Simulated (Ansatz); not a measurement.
# CdGePt2Se4: relaxing the atoms in a fixed cell

The start is CdGePt2Se4, a structure type of another compound, with these elements put in. Where does it settle when we relax the atoms in a fixed cell, and what is it like there?

Program: Ansatz 0.2.0. Level of theory: DFT, r2SCAN, no spin polarisation, plane waves, PAW. These are calculated values, not measurements.

**1. The system as given**

The structure is tetragonal, space group I-42m (No. 121). Conventional cell: a = 5.766 Å, b = 5.766 Å, c = 11.087 Å, α = 90.00°, β = 90.00°, γ = 90.00°. Ge (site symmetry -42m) is surrounded by 4 Se at 2.39 Å. Pt (site symmetry -4) has 4 Se at 2.42 Å as nearest neighbours. Se (site symmetry m) has 1 Ge at 2.39 Å and 2 Pt at 2.42 Å and 1 Cd at 2.66 Å as nearest neighbours. Cd (site symmetry -42m) has 4 Se at 2.66 Å as nearest neighbours.

In its conventional cell, by symmetry (the run takes the cell typed in the input):

```cif
data_structure
_symmetry_space_group_name_H-M 'I-42m'
_symmetry_Int_Tables_number 121
_cell_length_a 5.7659
_cell_length_b 5.7659
_cell_length_c 11.0873
_cell_angle_alpha 90.000
_cell_angle_beta 90.000
_cell_angle_gamma 90.000
_cell_volume 368.60
loop_
_atom_site_label
_atom_site_type_symbol
_atom_site_symmetry_multiplicity
_atom_site_Wyckoff_symbol
_atom_site_fract_x
_atom_site_fract_y
_atom_site_fract_z
_atom_site_occupancy
Ge1 Ge 2 b 0.50000 0.50000 0.00000 1
Pt1 Pt 4 d 0.00000 0.50000 0.75000 1
Se1 Se 8 i 0.77050 0.77050 0.63370 1
Cd1 Cd 2 a 0.00000 0.00000 0.00000 1
```

It starts from an earlier solution of the starting cell (checkpoint.read).

**2. The walk to rest**

input.yaml

```yaml
crystal:
  lattice:
    - [0.0, 5.765868, 0.0]
    - [5.765868, 0.0, 0.0]
    - [2.882934, 2.882934, -5.543637]
  atoms:
    - { symbol: Ge, position: [0.5, 0.5, 0.0] }
    - { symbol: Pt, position: [0.25, 0.75, 0.5] }
    - { symbol: Pt, position: [0.75, 0.25, 0.5] }
    - { symbol: Se, position: [0.4042, 0.4042, 0.7326] }
    - { symbol: Se, position: [0.5958, 0.1368, 0.2674] }
    - { symbol: Se, position: [0.8632, 0.8632, 0.7326] }
    - { symbol: Se, position: [0.1368, 0.5958, 0.2674] }
    - { symbol: Cd, position: [0.0, 0.0, 0.0] }
  symmetry: { tolerance: 0.0003 }
kpoints:
  mp_grid: { grid: [5, 5, 5], shift: [0, 0, 0] }
magnetization:
  spin_polarized: false
scf:
  occupations: { method: fermi_dirac, width: 0.05 }
  lower_state_search: "off"
hamiltonian:
  pseudopotentials: { kind: paw }
  xc: r2scan
basis:
  ecutwfc: 500
  fft_grid_basis: typed
relax:
  max_steps: 80
  f_tol: 0.03
output:
  forces: true
  stress: true
  eigenvalues: true
  bader: true
  populations: true
  elf: true
  write_potential: true
  volumetric_format: npy
  dos:
    e_range: [-12, 8]
    de: 0.05
    projected: { site_lists: { Cd: [Cd], Ge: [Ge], Pt: [Pt], Se: [Se] } }
checkpoint:
  read: saved_state
```

Run with:

```console
$ ansatz run input.yaml --threads 2 --pin off --max-ram 3584MiB --backend cpu --events-out ev --progress --plain --runs-dir out
```

Before running it: what results should come out? Wanted: moves; energy gained; largest move; pressure left in the fixed cell; character; Bader charges.

As calculated:

| quantity | value |
| --- | --- |
| moves | 2 |
| energy gained | 4.5 meV/atom |
| largest move | 0.04 Å (Se) |
| space group (0.01 Å), before / after | I-42m / I-42m |
| pressure left in the fixed cell | 5.5 GPa |
| character | metal |
| density of states, mean within 0.25 eV of the Fermi level | 4.9 per eV per cell |
| Bader charges | Ge +0.83, Pt -0.15, Se -0.32, Cd +0.76 e |

What this shows: In the fixed cell the largest move of an atom is 0.04 Å; the energy fell by 4.5 meV per atom. The fixed cell still holds a mean pressure of 5.5 GPa, so it would expand if let free. With 8 symmetry operations imposed, the end may be a saddle point towards distortions that break them. Bands cross the Fermi level: a metal; within 0.25 eV of the Fermi level the density of states averages 4.9 per eV per cell, mostly Se p (46 %) and Pt d (42 %). By Bader's partition Ge gives up most (+0.83 e) and Se takes most (-0.32 e).

Limits of this run: the SCF threshold is loose for a stress.
